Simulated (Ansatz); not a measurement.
This script for Ansatz's Python interface starts 2 runs on Ti, space group Fm-3m. What input does the engine get in each?

Script `fold_ti.py`:
```python
"""Band folding check for Ti."""

import ansatz as az
from tabulate import tabulate

XC = "lda"
MAX_ITERATIONS = 60
OCCUPATIONS = "fermi_dirac"
SIGMA = 0.02

lattice = az.Lattice.of(
    (0.0, 2.03, 2.03),
    (2.03, 0.0, 2.03),
    (2.03, 2.03, 0.0),
)
sites = [
    ("Ti", (0.0, 0.0, 0.0)),
]
xtal = az.Crystal(lattice=lattice)
for symbol, position in sites:
    xtal = xtal.atom(symbol, position)

# the mesh shrinks as the cell grows, so that all cells sample the same points
mesh = (8, 8, 8)
rows = []
for repeats in [(1, 1, 1), (1, 1, 2)]:
    setup = (
        xtal.supercell(*repeats).calculation()
        .accuracy("low")
        .pseudopotentials("nc")
        .functional(XC)
        .scf(max_iterations=MAX_ITERATIONS)
        .occupations(OCCUPATIONS, width=SIGMA)
        .kpoints(*(k // n for k, n in zip(mesh, repeats)))
    )
    summary = setup.run(threads=1, backend="cpu").report
    n = len(summary["lattice"]["sites"])
    rows.append((repeats, n, summary["free_energy_ev"] / n, summary["fermi_energy_ev"], summary["n_kpoints"], summary["n_symmetry_ops"]))
print(tabulate(rows, headers=["repeats", "atoms", "F/atom eV", "Fermi level eV", "k-points", "symmetry operations"], floatfmt=".4f", tablefmt="plain"))
```

Run 1:
```yaml
crystal:
  lattice:
    - [0.0, 2.03, 2.03]
    - [2.03, 0.0, 2.03]
    - [2.03, 2.03, 0.0]
  atoms:
    - { symbol: Ti, position: [0.0, 0.0, 0.0] }
accuracy: low
kpoints:
  mp_grid:
    grid: [8, 8, 8]
hamiltonian:
  xc: lda
  pseudopotentials:
    kind: nc
scf:
  max_iter: 60
  occupations:
    method: fermi_dirac
    width: 0.02
```

Run 2, against run 1:
```diff
+  supercell: [1, 1, 2]
-    grid: [8, 8, 8]
+    grid: [8, 8, 4]
```

```console
$ python fold_ti.py
DeckWarning: basis.ecutwfc = 1142.878222 eV, auto-derived from the records' recommended cutoffs: set by Ti (normal level)
repeats      atoms    F/atom eV    Fermi level eV    k-points    symmetry operations
(1, 1, 1)        1   -1614.8128           13.6148          29                     48
(1, 1, 2)        2   -1614.8128           13.6149          35                     24
```
(Warnings from the package without file and line.)

Notes:
- The settings weren't tested for convergence.
- No spin polarisation was allowed.
- The mesh is modest for a metal, so energies can be off by several to tens of meV an atom and pressures by half a GPa or more; differences at equal mesh fare better.
- This isn't the structure that Ti takes at ambient conditions.
- The count of operations in a supercell holds its pure translations too, and an uneven repeat can lower the point group.
- Timing: 6.9 s on 1 thread of Arm Neoverse V1, on a shared host, peak memory 0.38 GiB.

(Lines on the test bed's own set-up are left out of the output.)
